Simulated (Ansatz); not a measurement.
**C₂H₁₂ClGeNSi₂: taking an electron away**

One table from this session's results is given with a row withheld; the runs are named, their logs left out.

Computed with Ansatz 0.2.0, Gaussian basis. Level: unrestricted cation, the program's frozen cores in correlated methods.

The runs, in order: UKS PBE-D4/def2-TZVPP; UKS r2SCAN-D4/def2-TZVPP; UKS PBE0-D4/def2-TZVPP; UKS B3LYP-D4/def2-TZVPP; UKS wB97X-V/def2-TZVPP; UKS wB97M-V/def2-TZVPP; UKS B2PLYP/def2-TZVPP; UHF-CCSD(T)/def2-TZVPP; UHF-MP2/def2-QZVPP; extrapolation to the limit; then −ε(HOMO) from the neutral's earlier runs with LDA (SPW92), PBE-D4, revPBE-D4, BLYP-D4, r2SCAN-D4, B97M-V, PBE0-D4, B3LYP-D4, r2SCANh-D4, r2SCAN0-D4, HSE06-D4, BHLYP-D4, CAM-B3LYP-D4, LC-ωPBE, ωB97X-V, ωB97M-V.

**Structure used throughout**

An earlier PBE0-D4 in a triple-zeta def2 set relaxation fixed the geometry.

SMILES `C[SiH](C)[N]([GeH3])[SiH2]Cl`, 19 atoms, charge 0, spin multiplicity 1.

Atoms are counted from 1 here; the program's logs count them from 0.

Bond lengths: C1–Si2 1.865 Å, C1–H8 1.092 Å, C1–H9 1.094 Å, C1–H10 1.093 Å, Si2–C3 1.866 Å, Si2–N4 1.749 Å, Si2–H11 1.492 Å, C3–H12 1.093 Å, C3–H13 1.094 Å, C3–H14 1.093 Å, N4–Ge5 1.860 Å, N4–Si6 1.703 Å, Ge5–H15 1.537 Å, Ge5–H16 1.537 Å, Ge5–H17 1.536 Å, Si6–Cl7 2.070 Å, Si6–H18 1.483 Å, Si6–H19 1.479 Å. Angles: Si2–C1–H8 111.9°, Si2–C1–H9 109.2°, Si2–C1–H10 111.8°, H8–C1–H9 107.9°, H8–C1–H10 108.3°, H9–C1–H10 107.6°, C1–Si2–C3 110.6°, C1–Si2–N4 109.8°, C1–Si2–H11 109.6°, C3–Si2–N4 110.8°, C3–Si2–H11 108.8°, N4–Si2–H11 107.2°, Si2–C3–H12 110.3°, Si2–C3–H13 110.9°, Si2–C3–H14 111.5°, H12–C3–H13 108.3°, H12–C3–H14 108.0°, H13–C3–H14 107.7° and more.

The first run:

Contents of in.yaml:

```yaml
crystal:
  periodic: [false, false, false]
  atoms:
    - {symbol: C, position_ang: [-1.770416, -1.452493, -0.348254]}
    - {symbol: Si, position_ang: [-0.237072, -0.848891, 0.525360]}
    - {symbol: C, position_ang: [1.259975, -1.808521, -0.038762]}
    - {symbol: N, position_ang: [-0.023968, 0.862335, 0.232005]}
    - {symbol: Ge, position_ang: [1.218172, 1.778015, 1.270359]}
    - {symbol: Si, position_ang: [-0.698720, 1.676547, -1.102912]}
    - {symbol: Cl, position_ang: [0.096498, 1.019096, -2.897830]}
    - {symbol: H, position_ang: [-2.664467, -0.922449, -0.013587]}
    - {symbol: H, position_ang: [-1.910264, -2.516155, -0.135938]}
    - {symbol: H, position_ang: [-1.689675, -1.340470, -1.432904]}
    - {symbol: H, position_ang: [-0.396586, -1.026845, 1.998210]}
    - {symbol: H, position_ang: [1.407288, -1.682986, -1.114710]}
    - {symbol: H, position_ang: [1.140410, -2.875327, 0.169631]}
    - {symbol: H, position_ang: [2.167027, -1.470184, 0.468406]}
    - {symbol: H, position_ang: [2.275309, 2.418750, 0.356772]}
    - {symbol: H, position_ang: [0.497238, 2.864156, 2.084605]}
    - {symbol: H, position_ang: [1.862030, 0.742162, 2.203708]}
    - {symbol: H, position_ang: [-0.375553, 3.120146, -0.997981]}
    - {symbol: H, position_ang: [-2.157227, 1.463124, -1.226178]}
basis:
  gaussian: {orbitals: def2-TZVPP}
total_charge: 1
magnetization: {spin_polarized: true, initial_magnetization: 1}
hamiltonian: {xc: pbe, dispersion: d4}
```

The run is started by

```console
$ ansatz run in.yaml --threads 4 --pin off --events-out ev --progress --plain --max-ram 66560MiB --backend cuda --devices 0, --max-vram 37GiB
```

Steps of the session up to this table: Cation, UKS PBE-D4/def2-TZVPP; Cation, UKS r2SCAN-D4/def2-TZVPP; Cation, UKS PBE0-D4/def2-TZVPP; Cation, UKS B3LYP-D4/def2-TZVPP; Cation, UKS wB97X-V/def2-TZVPP; Cation, UKS wB97M-V/def2-TZVPP; Cation, UKS B2PLYP (frozen core)/def2-TZVPP; Cation, UHF-CCSD(T)/def2-TZVPP; Cation, UHF-MP2/def2-QZVPP.

One table of the session follows, with a row left open; its other results are not shown here.

For comparison, −ε(HOMO) of the neutral from earlier runs:

```
  functional  −ε(HOMO) (eV)
 LDA (SPW92)           6.37
      PBE-D4           6.27
   revPBE-D4           6.22
     BLYP-D4           6.14
   r2SCAN-D4           6.56
      B97M-V           6.71
     PBE0-D4              ?
    B3LYP-D4           7.33
  r2SCANh-D4           7.04
  r2SCAN0-D4           7.76
    HSE06-D4           7.16
    BHLYP-D4           8.77
CAM-B3LYP-D4           8.89
     LC-ωPBE          10.23
     ωB97X-V           9.90
     ωB97M-V           9.79
```

Q: Estimate the row for PBE0-D4 from the others.

**Answer.** −ε(HOMO) (eV): 7.56. In the column «−ε(HOMO) (eV)» it lies between B3LYP-D4 (7.33) and r2SCAN0-D4 (7.76).
